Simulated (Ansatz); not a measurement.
# Co3Ge2: the cost of one run

Program: Ansatz 0.2.0. Level of theory: DFT LDA, scalar-relativistic, plane waves, PAW. These are calculated values, not measurements.

1 further run of the same task is left out (set aside as unsound or not needed). Runs told in other sessions of the task aren't counted.

## 1. The system as given

It takes space group P-6m2 (No. 187, hexagonal). The conventional cell has a = 3.821 Å, b = 3.821 Å, c = 4.772 Å, α = 90.00°, β = 90.00°, γ = 120.00°. Around Co (site symmetry 3m) lie 5 Co at 2.33 to 2.52 Å and 6 Ge at 2.50 to 2.52 Å. Co (site symmetry -6m2) has 5 Ge at 2.21 to 2.39 Å and 6 Co at 2.52 Å in its first shell of neighbours. Around Ge (site symmetry -6m2) lie 8 Co at 2.39 to 2.50 Å. Ge (site symmetry -6m2) has 9 Co at 2.21 to 2.52 Å in its first shell of neighbours.

As a file:

```cif
data_structure
_symmetry_space_group_name_H-M 'P-6m2'
_symmetry_Int_Tables_number 187
_cell_length_a 3.8205
_cell_length_b 3.8205
_cell_length_c 4.7720
_cell_angle_alpha 90.000
_cell_angle_beta 90.000
_cell_angle_gamma 120.000
_cell_volume 60.32
loop_
_atom_site_label
_atom_site_type_symbol
_atom_site_symmetry_multiplicity
_atom_site_Wyckoff_symbol
_atom_site_fract_x
_atom_site_fract_y
_atom_site_fract_z
_atom_site_occupancy
Co1 Co 2 i 0.66667 0.33333 0.24436 1
Co2 Co 1 b 0.00000 0.00000 0.50000 1
Ge1 Ge 1 a 0.00000 0.00000 0.00000 1
Ge2 Ge 1 d 0.33333 0.66667 0.50000 1
```

It goes back to an entry of the Materials Project, which need not be the stable form.

This cell was relaxed beforehand with the same method: volume 12.06 Å³/atom, gap on the mesh none (metal), site moments up to 0.5 μB.

## 2. Electric field gradients at the nuclei

input.yaml

```yaml
crystal:
  lattice:
    - [3.8205344977, 0.0, 0.0]
    - [-1.9102672488, 3.3086799311, 0.0]
    - [0.0, 0.0, 4.7720034462]
  atoms:
    - { symbol: Co, position: [0.6666666667, 0.3333333333, 0.2443571136], spin: 0.51 }
    - { symbol: Co, position: [0.6666666667, 0.3333333333, 0.7556428864], spin: 0.51 }
    - { symbol: Co, position: [0.0, 0.0, 0.5], spin: 0.26 }
    - { symbol: Ge, position: [0.0, 0.0, 0.0] }
    - { symbol: Ge, position: [0.3333333333, 0.6666666667, 0.5] }
basis:
  ecutwfc: 420
kpoints:
  mp_grid: { grid: [12, 12, 8] }
hamiltonian:
  xc: lda
scf:
  occupations: { method: gaussian, width: 0.2 }
output:
  forces: true
  stress: true
  eigenvalues: true
  populations: true
  efg: {}
magnetization:
  spin_polarized: true
checkpoint:
  read: start.run
  write: ck
  compress: false
  write_wavefunctions: false
  write_every: 100000
```

Launch:

```sh
$ ansatz run input.yaml --threads 2 --pin off --max-ram 6144MiB --backend cpu --events-out ev --progress --plain --runs-dir out
```

What time and memory should one allow on 2 threads of Oxide Virtual Turin-like (Zen 5), shared host?

About 19 s, with a peak of 0.72 GiB.
